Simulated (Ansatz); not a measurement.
BiTe:

```xyz
2
Lattice="0.0000 3.2350 3.2350 3.2350 0.0000 3.2350 3.2350 3.2350 0.0000" Properties=species:S:1:pos:R:3 pbc="T T T"
Bi    0.0000    0.0000    0.0000
Te    3.2350    3.2350    3.2350
```

Base run:

| Item | Value |
| --- | --- |
| Program | Ansatz 0.2.0 |
| Functional | PBEsol |
| Potentials or basis | Ansatz PAW |
| Cutoff | 420 eV (not typed: the program's choice for these potentials) |
| k mesh | 7 × 7 × 7 |
| Occupations | fermi-dirac, width 0.05 eV |
| Spin | no spin polarisation |

Its results: band gap on the k mesh none (metal or under the smearing width); pressure -1.5 GPa.

Q: The run is repeated on the same cell with these changes: functional from PBEsol to PBE. What comes out?

A: Band gap on the k mesh none (metal or under the smearing width); pressure 0.9 GPa.

PBE binds less tightly than PBEsol, so the same cell stands under more pressure.

Caveats: spin-orbit coupling is left out, which moves the levels of the heavy elements; the PAW data sets come from PBE, with cores solved anew for the run's functional, which leaves a small shift of forces and pressure (some runs).
